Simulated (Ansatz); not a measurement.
# Au: the cost of one run

Computed with Ansatz 0.2.0 (DFT LDA, scalar-relativistic, plane waves, PAW, unless a step's input says otherwise).

The COD entry's cell or inner coordinates are ideal or old and differ from later refinements, so a difference from it is no clean test against experiment.

## (1) The system as given

Symmetry: Fm-3m, No. 225, cubic system. The conventional cell has a = 4.070 Å, b = 4.070 Å, c = 4.070 Å, α = 90.00°, β = 90.00°, γ = 90.00°. Au (site symmetry m-3m) has 12 Au at 2.88 Å as nearest neighbours.

Coordinates:

```cif
data_structure
_symmetry_space_group_name_H-M 'Fm-3m'
_symmetry_Int_Tables_number 225
_cell_length_a 4.0700
_cell_length_b 4.0700
_cell_length_c 4.0700
_cell_angle_alpha 90.000
_cell_angle_beta 90.000
_cell_angle_gamma 90.000
_cell_volume 67.42
loop_
_atom_site_label
_atom_site_type_symbol
_atom_site_symmetry_multiplicity
_atom_site_Wyckoff_symbol
_atom_site_fract_x
_atom_site_fract_y
_atom_site_fract_z
_atom_site_occupancy
Au1 Au 4 a 0.00000 0.00000 0.00000 1
```

The structure rests on an entry of the Crystallography Open Database; cell or positions may have been set otherwise for this series.

## (2) Relaxing cell and atoms: Au, no spin

The input, input.yaml:

```yaml
crystal:
  lattice:
    - [0.0, 2.035, 2.035]
    - [2.035, 0.0, 2.035]
    - [2.035, 2.035, 0.0]
  atoms:
    - { symbol: Au, position: [0.0, 0.0, 0.0] }
scf:
  occupations: { method: gaussian, width: 0.2 }
output:
  forces: true
  stress: true
  eigenvalues: true
  write_density: true
  write_potential: true
  elf: true
  volumetric_format: npy
hamiltonian:
  xc: lda
relax:
  f_tol: 0.001
  max_steps: 60
  cell: { stress_tol: 0.03 }
kpoints:
  mp_grid: { grid: [36, 36, 36] }
```

Started as:

```console
$ ansatz run input.yaml --threads 16 --pin off --max-ram 24576MiB --backend cpu --events-out ev --progress --plain --runs-dir out
```

Q: Estimate wall time and peak memory on 16 threads of Arm Neoverse N1, shared host.

About 11 s, with a peak of 0.66 GiB.
